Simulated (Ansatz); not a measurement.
# CH4BClS: the cost of one run

All numbers are computed with Ansatz 0.2.0, driven from Python. Level of theory: CAM-B3LYP/6-31G*.

### 1 Starting point

Bond lengths: C1–B2 1.554 Å, B2–S3 1.856 Å, B2–Cl4 1.785 Å, C1–H5 1.063 Å, C1–H6 1.147 Å, C1–H7 1.140 Å, S3–H8 1.370 Å. Angles: C1–B2–S3 118.8°, C1–B2–Cl4 122.4°, S3–B2–Cl4 118.8°, B2–C1–H5 114.7°, B2–C1–H6 110.9°, B2–C1–H7 109.6°, H5–C1–H6 109.1°, H5–C1–H7 108.1°, H6–C1–H7 103.9°, B2–S3–H8 93.9°.

The script holds or builds the structure itself.

### 2 The script

Input file ch4bcls_scan.py:

```python
import ansatz as az
import numpy as np

BASIS = "6-31G*"
FUNCTIONAL = "cam_b3lyp"

geometry_ang = [
    ("C", [0.0544, 0.9935, -0.0416]),
    ("B", [-0.1126, -0.5119, -0.388]),
    ("S", [1.0739, -1.7349, 0.3478]),
    ("Cl", [-1.3698, -1.1004, -1.5101]),
    ("H", [0.8611, 1.2106, 0.6154]),
    ("H", [0.1656, 1.6233, -0.9936]),
    ("H", [-0.9046, 1.3841, 0.4344]),
    ("H", [0.3242, -1.9213, 1.4798]),
]
molecule = az.Crystal.molecule()
for symbol, xyz in geometry_ang:
    molecule = molecule.atom(symbol, xyz)

symbols = [site.symbol for site in molecule.cartesian_sites]
start = np.array([site.position_ang for site in molecule.cartesian_sites])
axis = (start[1] - start[0]) / np.linalg.norm(start[1] - start[0])
moving = [1, 2, 3, 7]
lengths, energies = [1.367, 1.429, 1.492, 1.554, 1.616, 1.678, 1.74, 1.833], []
for length in lengths:
    xyz = start.copy()
    xyz[moving] += (length - np.linalg.norm(start[1] - start[0])) * axis
    point = az.Crystal.molecule()
    for symbol, place in zip(symbols, xyz):
        point = point.atom(symbol, place.tolist())
    base = point.calculation()
    base = base.basis(gaussian=BASIS)
    base = base.functional(FUNCTIONAL)
    summary = base.run(threads=1, pin="off").report
    energies.append(summary["free_energy_ev"])
    print(f"r = {length:6.3f} A  E = {energies[-1]:.5f} eV  <S^2> = {abs(summary['mean_field']['state']['spin_squared']):.3f}")

fit = np.polynomial.Polynomial.fit(lengths, np.array(energies) - min(energies), 4).convert()
roots = [r.real for r in fit.deriv().roots() if abs(r.imag) < 1e-9 and fit.deriv(2)(r.real) > 0]
r_e = min(roots, key=lambda r: abs(r - lengths[int(np.argmin(energies))]))
print(f"minimum of the fit at {r_e:.4f} A, force constant {fit.deriv(2)(r_e):.2f} eV/A^2")
```

### 3 The input behind the calls

The package turns the script's settings into the engine's input (first run):

```yaml
crystal:
  periodic: [false, false, false]
  atoms:
    - { symbol: C, position_ang: [0.0544, 0.9935, -0.0416] }
    - { symbol: B, position_ang: [-0.0925286057468875, -0.33096900054709244, -0.346366880423484] }
    - { symbol: S, position_ang: [1.0939713942531126, -1.5539690005470925, 0.389433119576516] }
    - { symbol: Cl, position_ang: [-1.3497286057468874, -0.9194690005470925, -1.468466880423484] }
    - { symbol: H, position_ang: [0.8611, 1.2106, 0.6154] }
    - { symbol: H, position_ang: [0.1656, 1.6233, -0.9936] }
    - { symbol: H, position_ang: [-0.9046, 1.3841, 0.4344] }
    - { symbol: H, position_ang: [0.3442713942531125, -1.7403690005470924, 1.521433119576516] }
basis:
  gaussian:
    orbitals: "6-31G*"
hamiltonian:
  xc: cam_b3lyp
```

### 4 Running it

The run is started by

```
python ch4bcls_scan.py
```

What time and memory should one allow on 1 thread of Arm Neoverse V2, shared host?

About 19 s, with a peak of 0.23 GiB.
